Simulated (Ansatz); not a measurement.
**C2H6BBrO: small, medium and large basis sets**

How large a basis does C2H6BBrO need? Two functionals are run in growing sets.

The runs use Ansatz 0.2.0, Gaussian basis; one geometry, several basis sets.

Levels to be run: PBE0-D4/def2-SVP; ωB97M-V/def2-SVP; PBE0-D4/def2-QZVPP; ωB97M-V/def2-QZVPP; the functionals' def2-TZVPP values are taken from earlier runs.

### Step 1. The relaxed structure

The geometry comes from an earlier relaxation with PBE0-D4 in a triple-zeta def2 set; it is a stationary point, not always the lowest conformer.

SMILES `CCB(O)Br`, 11 atoms, charge 0, spin multiplicity 1.

Atoms are counted from 1 here; the program's logs count them from 0.

Bond lengths: C1–C2 1.525 Å, C1–H6 1.092 Å, C1–H7 1.091 Å, C1–H8 1.092 Å, C2–B3 1.568 Å, C2–H9 1.098 Å, C2–H10 1.100 Å, B3–O4 1.348 Å, B3–Br5 1.936 Å, O4–H11 0.962 Å. Angles: C2–C1–H6 111.2°, C2–C1–H7 111.0°, C2–C1–H8 111.3°, H6–C1–H7 108.1°, H6–C1–H8 107.8°, H7–C1–H8 107.3°, C1–C2–B3 116.7°, C1–C2–H9 110.1°, C1–C2–H10 109.1°, B3–C2–H9 109.3°, B3–C2–H10 105.8°, H9–C2–H10 105.2°, C2–B3–O4 124.6°, C2–B3–Br5 120.6°, O4–B3–Br5 114.8°, B3–O4–H11 112.8°.

### Step 2. PBE0-D4 in def2-SVP

File in.yaml:

```yaml
crystal:
  periodic: [false, false, false]
  atoms:
    - {symbol: C, position_ang: [-0.889308, 0.824327, 0.799847]}
    - {symbol: C, position_ang: [0.320791, -0.039035, 0.458215]}
    - {symbol: B, position_ang: [0.488989, -0.453903, -1.044310]}
    - {symbol: O, position_ang: [0.961348, -1.645641, -1.459955]}
    - {symbol: Br, position_ang: [0.069617, 0.792836, -2.465057]}
    - {symbol: H, position_ang: [-0.900280, 1.088013, 1.859441]}
    - {symbol: H, position_ang: [-0.885034, 1.749013, 0.220723]}
    - {symbol: H, position_ang: [-1.823781, 0.304613, 0.576100]}
    - {symbol: H, position_ang: [0.331254, -0.939463, 1.086170]}
    - {symbol: H, position_ang: [1.238462, 0.506914, 0.721839]}
    - {symbol: H, position_ang: [1.153241, -2.244573, -0.732214]}
basis:
  gaussian: {orbitals: def2-SVP}
hamiltonian: {xc: pbe0, dispersion: d4}
output: {orbitals: {seedname: orbitals}}
```

Command:

```sh
$ ansatz run in.yaml --threads 4 --pin off --events-out ev --progress --plain --max-ram 10444MiB
```

After this run come: ωB97M-V in def2-SVP; PBE0-D4 in def2-QZVPP; ωB97M-V in def2-QZVPP.

Before running them: what should the planned runs give, taken together? Wanted: PBE0-D4: double and triple zeta above quadruple; ωB97M-V: double and triple zeta above quadruple.

**Answer**, as computed:

```
                                       quantity           value
PBE0-D4: double and triple zeta above quadruple  15.68, 1.71 eV
ωB97M-V: double and triple zeta above quadruple  15.81, 1.64 eV
```

In words: For PBE0-D4 the step from double to triple zeta gains 13.97 eV and the next only 1.71 eV. These are total energies; as a rule much of such shifts cancels in differences, which this series doesn't test. The LUMO of ωB97M-V is positive and keeps falling with the basis (2.21 to 1.22 eV): an unbound level that the basis holds in place.
